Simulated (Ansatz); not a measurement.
## H4SeSi, SMILES [SiH3][SeH]: a relaxed scan of one distance, step by step

With Ansatz 0.2.0 through its Python package.

Typed at the interpreter:
```pycon
>>> from dataclasses import dataclass
>>> import ansatz as az
>>> import numpy as np
>>> @dataclass(frozen=True)
... class Settings:
...     basis: str = "def2-SVP"
...     xc: str = "hf"
...
>>> settings = Settings()
>>> molecule = (
...     az.Crystal.molecule()
...     .atom("Si", (-0.2069, -0.3029, -0.4486))
...     .atom("Se", (0.8961, -0.2781, 1.5048))
...     .atom("H", (-1.608, 0.3558, -0.2609))
...     .atom("H", (-0.3516, -1.6264, -0.945))
...     .atom("H", (0.4926, 0.5147, -1.4769))
...     .atom("H", (0.8199, 1.2729, 1.5803))
... )
>>> calc = (
...     molecule.calculation()
...     .basis(gaussian=settings.basis)
...     .functional(settings.xc)
... )
>>> symbols = [site.symbol for site in molecule.cartesian_sites]
>>> pairs = [(0, 1), (0, 2), (0, 3), (0, 4), (1, 5)]
>>> print("held (A)   E (eV)        ", "  ".join(f"{symbols[i]}{i}-{symbols[j]}{j}" for i, j in pairs))
held (A)   E (eV)         Si0-Se1  Si0-H2  Si0-H3  Si0-H4  Se1-H5
>>> for length in [1.37, 1.49, 1.61, 1.79, 2.01]:
...     summary = calc.relax(constraints=[az.DistanceConstraint((0, 4), at=length)], force_tolerance=0.02, max_steps=60).run(threads=1, pin="off").report
...     xyz = np.array(summary["positions_ang"])
...     print(f"{length:6.2f} {summary['free_energy_ev']:14.5f}  ", "  ".join(f"{np.linalg.norm(xyz[i] - xyz[j]):.3f}" for i, j in pairs))
...
DeckWarning: relax.constraints: the input's atoms, or those drawn, lie off the distances that are held; a relaxation that starts there is brought onto them ahead of its first SCF, by positions alone, an atom by 5.92e-2 Å at the most. With the symmetry [...]
  1.37   -73218.46647   2.301  1.480  1.478  1.370  1.456
  1.49   -73218.60008   2.298  1.478  1.477  1.490  1.456
  1.61   -73218.45898   2.294  1.476  1.475  1.610  1.456
  1.79   -73217.97180   2.287  1.474  1.473  1.790  1.456
  2.01   -73217.19016   2.279  1.472  1.471  2.010  1.455
```

What to keep in mind:
- Total energies depend on the basis set; only differences at equal settings carry meaning.
- Warnings are shown shortened and without file and line.
- The energies are electronic: no zero-point or thermal terms, and the basis set is short of its limit.
- Wall time of the script: 37 s on 1 thread of Arm Neoverse V2, with other jobs on the host, peak memory 0.2 GiB.
